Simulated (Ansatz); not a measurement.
**Si(SH)2Cl2 (Cl₂H₂S₂Si): structure and electronic state**

What does Si(SH)2Cl2 (Cl₂H₂S₂Si) look like as a singlet, and where do its frontier electrons sit?

Program: Ansatz 0.2.0, Gaussian basis. Level of theory: RKS PBE0-D4/def2-TZVP. These are calculated values, not measurements.

The runs, in order: relaxation at PBE-D4/def2-SVP; a search for the lowest solution at PBE0-D4/def2-SVP; a single point at PBE0-D4/def2-TZVP.

### 1 The starting structure

7 atoms, charge 0, spin multiplicity 1.

Atoms are counted from 1 here; the program's logs count them from 0.

Bond lengths: Si1–S2 2.151 Å, Si1–S4 2.151 Å, Si1–Cl6 2.026 Å, Si1–Cl7 2.026 Å, S2–H3 1.327 Å, S4–H5 1.327 Å. Angles: S2–Si1–S4 103.8°, S2–Si1–Cl6 111.2°, S2–Si1–Cl7 111.4°, S4–Si1–Cl6 111.3°, S4–Si1–Cl7 111.3°, Cl6–Si1–Cl7 107.8°, Si1–S2–H3 95.8°, Si1–S4–H5 95.8°.

As a file:

```
Si   -0.1176    0.0022   -0.0829
S    -0.0055    0.0127    2.0652
H    -1.3162    0.0614    2.2670
S     1.9408   -0.0404   -0.7047
H     1.6863   -0.0709   -2.0068
Cl   -1.0631    1.6545   -0.7759
Cl   -1.1247   -1.6194   -0.7618
```

The start is a GFN2-xTB geometry.

### 2 Optimising with PBE-D4/def2-SVP

in.yaml

```yaml
crystal:
  periodic: [false, false, false]
  atoms:
    - {symbol: Si, position_ang: [-0.117640, 0.002180, -0.082860]}
    - {symbol: S, position_ang: [-0.005520, 0.012730, 2.065160]}
    - {symbol: H, position_ang: [-1.316220, 0.061380, 2.266990]}
    - {symbol: S, position_ang: [1.940850, -0.040450, -0.704750]}
    - {symbol: H, position_ang: [1.686270, -0.070900, -2.006810]}
    - {symbol: Cl, position_ang: [-1.063090, 1.654460, -0.775910]}
    - {symbol: Cl, position_ang: [-1.124660, -1.619400, -0.761820]}
basis:
  gaussian: {orbitals: def2-SVP}
hamiltonian: {xc: pbe, dispersion: d4}
scf: {omitted_lower_state_checks: [starts]}
output: {orbitals: {seedname: orbitals}}
relax: {f_tol: 0.02, max_steps: 100}
```

On the command line:

```
ansatz run in.yaml --threads 4 --pin off --events-out ev --progress --plain --max-ram 3916MiB
```

What it wrote, shortened:

```text
Functional definition: PBE
  name "PBE"
  cite "Perdew, Burke & Ernzerhof, Phys. Rev. Lett. 77, 3865 (1996) doi:10.1103/PhysRevLett.77.3865"
  parent pbe
[...]
1112 factors; their error is unknown
[...]
mean field -54589.79104272 eV, -2006.1378185306 hartree, gradient 3.0e-5 eV, S^2 0.000000; 0 other end points of the search recorded, 0 dependent functions left out
[...]
reference -54589.79107224 eV, -2006.1378196154 hartree; 41, 41 occupied and 59, 59 virtual orbitals, 1112 factors
relax step   1: F+E_penalty+E_count = -54590.11772148 eV  Δ(F+E_penalty+E_count) = +0.000e0 eV  max|allowed force component| = 1.143e0 eV/Å  Δτ_max = 0.0000 Å  (23 SCF iters, accepted)
[...]
relax step   6: F+E_penalty+E_count = -54590.24049054 eV  Δ(F+E_penalty+E_count) = -9.386e-3 eV  max|allowed force component| = 1.537e-1 eV/Å  Δτ_max = 0.1080 Å  (26 SCF iters, accepted)
[...]
relax step   7: F+E_penalty+E_count = -54590.24197386 eV  Δ(F+E_penalty+E_count) = -1.483e-3 eV  max|allowed force component| = 1.317e-2 eV/Å  Δτ_max = 0.0169 Å  (24 SCF iters, accepted)
[...]
1112 factors; their error is unknown
mean field -54589.91715431 eV, -2006.1424530460 hartree, gradient 3.0e-5 eV, S^2 0.000000; 0 other end points of the search recorded, 0 dependent functions left out
[...]
reference -54589.91718326 eV, -2006.1424541098 hartree; 41, 41 occupied and 59, 59 virtual orbitals, 1112 factors
Total energy: -54590.24200281 eV, -2006.1543910082 hartree
Atom 0 at    -0.107680     0.001805    -0.075762 Å, force     0.013172    -0.000497     0.009663 eV/Å
Atom 1 at    -0.005343    -0.187249     2.049206 Å, force    -0.010072     0.001605    -0.001159 eV/Å
Atom 2 at    -1.230438     0.383781     2.230707 Å, force     0.005577    -0.002439     0.002076 eV/Å
Atom 3 at     1.930036     0.157552    -0.696388 Å, force    -0.004765    -0.001616    -0.009451 eV/Å
Atom 4 at     1.674483    -0.391309    -1.918411 Å, force     0.003978     0.002480     0.004733 eV/Å
Atom 5 at    -1.267069     1.654805    -0.564162 Å, force    -0.003220    -0.001325    -0.004283 eV/Å
Atom 6 at    -0.993999    -1.619385    -1.025190 Å, force    -0.004670     0.001792    -0.001581 eV/Å
Dipole moment:    -0.056055     0.000769    -0.039428 e Å
Checks for a lower state left out: starts
```

Run time: 7.5 s. Hardware: 4 threads of Arm Neoverse V2, shared host.

Step by step:

| step | energy from step 1 (eV) | largest force component (eV/Å) |
| --- | --- | --- |
| 1 | 0.0000 | 1.1431 |
| 2 | -0.0382 | 0.4441 |
| 3 | -0.1008 | 0.3648 |
| 4 | -0.1079 | 0.2525 |
| 5 | -0.1134 | 0.2620 |
| 6 | -0.1228 | 0.1537 |
| 7 | -0.1243 | 0.0132 |

Close pairs (by a distance rule), those that changed most:

| bond | before (Å) | after (Å) | change (Å) |
| --- | --- | --- | --- |
| Si1–Cl6 | 2.026 | 2.077 | +0.051 |
| Si1–Cl7 | 2.026 | 2.077 | +0.051 |
| S2–H3 | 1.327 | 1.364 | +0.037 |
| S4–H5 | 1.327 | 1.364 | +0.037 |
| Si1–S2 | 2.151 | 2.136 | -0.015 |
| Si1–S4 | 2.151 | 2.136 | -0.015 |

Bonds by kind at the end (by distance):

| bond | count | shortest (Å) | longest (Å) |
| --- | --- | --- | --- |
| S–Si | 2 | 2.136 | 2.136 |
| Cl–Si | 2 | 2.077 | 2.077 |
| H–S | 2 | 1.364 | 1.364 |

### 3 Searching for the lowest solution, PBE0-D4/def2-SVP

start.molden holds the orbitals of an earlier run on this state, given as this run's starting guess.

in.yaml

```yaml
crystal:
  periodic: [false, false, false]
  atoms:
    - {symbol: Si, position_ang: [-0.107680, 0.001805, -0.075762]}
    - {symbol: S, position_ang: [-0.005343, -0.187249, 2.049206]}
    - {symbol: H, position_ang: [-1.230438, 0.383781, 2.230707]}
    - {symbol: S, position_ang: [1.930036, 0.157552, -0.696388]}
    - {symbol: H, position_ang: [1.674483, -0.391309, -1.918411]}
    - {symbol: Cl, position_ang: [-1.267069, 1.654805, -0.564162]}
    - {symbol: Cl, position_ang: [-0.993999, -1.619385, -1.025190]}
basis:
  gaussian: {orbitals: def2-SVP, initial_orbitals: start.molden}
hamiltonian: {xc: pbe0, dispersion: d4}
output: {orbitals: {seedname: orbitals}}
```

Launched as before.

What it wrote:

```text
Functional definition: PBE0
  name "PBE0"
  cite "Adamo & Barone, J. Chem. Phys. 110, 6158 (1999) doi:10.1063/1.478522"
  cite "Perdew, Burke & Ernzerhof, Phys. Rev. Lett. 77, 3865 (1996) doi:10.1103/PhysRevLett.77.3865"
  parent pbe
  parameter a = 0.25
  parameter kappa = 0.804
  parameter beta = 0.06672455060314922
  exchange = (1 - a)*pbe_x(kappa = kappa, mu = beta*pi^2/3) + a*exact_x
  correlation = pbe_c(beta = beta)
910 factors; integrals over basis functions are off by at most 1.2e-3 eV
mean field evaluation 1: about -54594.4884 eV, gradient 8.1e0 eV
mean field evaluation 2: about -54594.5740 eV, gradient 1.0e-1 eV
mean field evaluation 4: about -54594.6281 eV, gradient 4.4e-4 eV
mean field evaluation 8: about -54593.7567 eV, gradient 1.7e1 eV
mean field evaluation 16: about -54594.6281 eV, gradient 1.3e-2 eV
mean field -54594.62809071 eV, -2006.3155767654 hartree, gradient 2.0e-5 eV, S^2 0.000000; 1 other end points of the search recorded, 0 dependent functions left out
reference -54594.62811232 eV, -2006.3155775598 hartree; 41, 41 occupied and 59, 59 virtual orbitals, 910 factors
Total energy: -54594.90864429 eV, -2006.3258869195 hartree
```

Run time: 1.5 s. Hardware: 4 threads of Arm Neoverse V2, shared host.

HOMO -8.01 eV, LUMO -0.62 eV.

### 4 Single point, PBE0-D4/def2-TZVP

in.yaml: that of step 3 with these lines changed.

```diff
@@ -11,4 +11,5 @@
 basis:
-  gaussian: {orbitals: def2-SVP, initial_orbitals: start.molden}
+  gaussian: {orbitals: def2-TZVP, initial_orbitals: start.molden}
 hamiltonian: {xc: pbe0, dispersion: d4}
+scf: {omitted_lower_state_checks: [starts]}
 output: {orbitals: {seedname: orbitals}}
```

The command is unchanged.

What it wrote:

```text
Functional definition: PBE0
  name "PBE0"
  cite "Adamo & Barone, J. Chem. Phys. 110, 6158 (1999) doi:10.1063/1.478522"
  cite "Perdew, Burke & Ernzerhof, Phys. Rev. Lett. 77, 3865 (1996) doi:10.1103/PhysRevLett.77.3865"
  parent pbe
  parameter a = 0.25
  parameter kappa = 0.804
  parameter beta = 0.06672455060314922
  exchange = (1 - a)*pbe_x(kappa = kappa, mu = beta*pi^2/3) + a*exact_x
  correlation = pbe_c(beta = beta)
these checks for a lower state are left out or cut short: starts
1434 factors; their error is unknown
mean field evaluation 1: about -54609.9919 eV, gradient 1.9e2 eV
mean field evaluation 2: about -54613.4590 eV, gradient 5.1e0 eV
mean field evaluation 4: about -54613.6946 eV, gradient 1.7e-1 eV
mean field -54613.69463630 eV, -2007.0162593923 hartree, gradient 7.3e-5 eV, S^2 0.000000; 0 other end points of the search recorded, 0 dependent functions left out
reference -54613.69466489 eV, -2007.0162604430 hartree; 41, 41 occupied and 156, 156 virtual orbitals, 1434 factors
Total energy: -54613.97519686 eV, -2007.0265698027 hartree
Checks for a lower state left out: starts
```

Wall time 2.9 s (4 threads of Arm Neoverse V2, shared host); peak memory 0.63 GiB.

From the report: HOMO -8.11 eV, LUMO -0.98 eV.

Mulliken charges, from this run's orbitals:

| atom | value (e) |
| --- | --- |
| Si1 | 0.57 |
| S2 | -0.27 |
| H3 | 0.19 |
| S4 | -0.27 |
| H5 | 0.19 |
| Cl6 | -0.20 |
| Cl7 | -0.20 |

Largest Mayer bond orders: Si1–S2 1.20; Si1–S4 1.20; Si1–Cl6 1.17; Si1–Cl7 1.17; S2–H3 0.93; S4–H5 0.93.

### 5 What came out

| quantity | value |
| --- | --- |
| point group | C2 |
| commonest bond, hydrogen aside | S–Si, 2 of mean length 2.136 Å |
| HOMO, LUMO at PBE0-D4/def2-TZVP | -8.11, -0.98 eV |
| dipole at PBE-D4/def2-SVP | 0.33 D |

**Reading.** The molecule keeps its bonding pattern by the stored test; the atoms moved 0.26 Å (rms). No usable vibrations, so a minimum isn't proven. The point group is read from a loosely relaxed geometry; soft torsions can leave it below the true symmetry.
